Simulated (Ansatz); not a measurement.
# BFH₅NSi: one species, many methods

One table from this session's results is given with a row withheld; the runs are named, their logs left out.

The runs use Ansatz 0.2.0, Gaussian basis; functionals in def2-TZVPP, the program's frozen cores in correlated methods.

Plan: LDA (SPW92), PBE-D4, revPBE-D4, BLYP-D4, r2SCAN-D4, B97M-V, PBE0-D4, B3LYP-D4, r2SCANh-D4, r2SCAN0-D4, HSE06-D4, BHLYP-D4, CAM-B3LYP-D4, LC-ωPBE, ωB97X-V, ωB97M-V, B2PLYP, PBE-QIDH; CCSD(T)/def2-SVP; CCSD(T)/def2-TZVPP; MP2/def2-QZVPP; extrapolation to the limit; RPA on PBE.

## Structure used throughout

An earlier PBE0-D4 in a triple-zeta def2 set relaxation fixed the geometry.

SMILES `N[SiH2]BF`, 9 atoms, charge 0, spin multiplicity 1.

Atoms are counted from 1 here; the program's logs count them from 0.

Bond lengths: N1–Si2 1.724 Å, N1–H5 1.007 Å, N1–H6 1.007 Å, Si2–B3 2.034 Å, Si2–H7 1.490 Å, Si2–H8 1.501 Å, B3–F4 1.323 Å, B3–H9 1.206 Å. Angles: Si2–N1–H5 120.6°, Si2–N1–H6 119.3°, H5–N1–H6 110.6°, N1–Si2–B3 107.7°, N1–Si2–H7 108.3°, N1–Si2–H8 115.6°, B3–Si2–H7 111.6°, B3–Si2–H8 107.9°, H7–Si2–H8 105.7°, Si2–B3–F4 119.8°, Si2–B3–H9 124.5°, F4–B3–H9 115.7°.

The first run:

in.yaml reads:

```yaml
crystal:
  periodic: [false, false, false]
  atoms:
    - {symbol: N, position_ang: [-0.715583, 1.092793, -0.826124]}
    - {symbol: Si, position_ang: [0.125556, -0.385475, -0.543953]}
    - {symbol: B, position_ang: [0.654981, -0.432738, 1.419867]}
    - {symbol: F, position_ang: [1.518537, -1.339759, 1.846890]}
    - {symbol: H, position_ang: [-1.011669, 1.344543, -1.755410]}
    - {symbol: H, position_ang: [-1.376652, 1.422458, -0.141290]}
    - {symbol: H, position_ang: [1.318427, -0.422745, -1.435752]}
    - {symbol: H, position_ang: [-0.645188, -1.637528, -0.843762]}
    - {symbol: H, position_ang: [0.220092, 0.312251, 2.262434]}
basis:
  gaussian: {orbitals: def2-TZVPP}
hamiltonian: {xc: lda}
output: {orbitals: {seedname: orbitals}}
```

The run is started by

```bash
$ ansatz run in.yaml --threads 2 --pin off --events-out ev --progress --plain --max-ram 4352MiB
```

Among the steps run: LDA; PBE-D4 (GGA); revPBE-D4 (GGA); BLYP-D4 (GGA); r2SCAN-D4 (meta-GGA); B97M-V (meta-GGA); PBE0-D4 (hybrid); B3LYP-D4 (hybrid); r2SCANh-D4 (hybrid); r2SCAN0-D4 (hybrid); HSE06-D4 (hybrid); BHLYP-D4 (hybrid); CAM-B3LYP-D4 (range-separated); LC-ωPBE (range-separated); ωB97X-V (range-separated); ωB97M-V (range-separated); B2PLYP (double hybrid); PBE-QIDH (double hybrid).

One of the session's tables, all rows but one given; the rest of the session is left out.

It belongs to the step «Frontier levels by functional». 

```
  functional  HOMO (eV)  LUMO (eV)  gap (eV)
 LDA (SPW92)      -6.08      -2.83      3.26
      PBE-D4      -5.97      -2.56      3.41
   revPBE-D4          ?          ?         ?
     BLYP-D4      -5.87      -2.40      3.47
   r2SCAN-D4      -6.27      -2.25      4.02
      B97M-V      -6.39      -2.41      3.98
     PBE0-D4      -7.37      -1.57      5.80
    B3LYP-D4      -7.15      -1.79      5.37
  r2SCANh-D4      -6.79      -1.91      4.89
  r2SCAN0-D4      -7.58      -1.39      6.18
    HSE06-D4      -6.96      -1.96      5.01
    BHLYP-D4      -8.70      -0.52      8.17
CAM-B3LYP-D4      -8.79      -0.43      8.36
     LC-ωPBE     -10.15       0.79     10.94
     ωB97X-V      -9.80       0.67     10.47
     ωB97M-V      -9.67       0.43     10.10
```

Q: Estimate the row for revPBE-D4 from the others.

As computed: HOMO (eV): -5.92; LUMO (eV): -2.45; gap (eV): 3.48. In the column «HOMO (eV)» it lies between PBE-D4 (-5.97) and BLYP-D4 (-5.87).
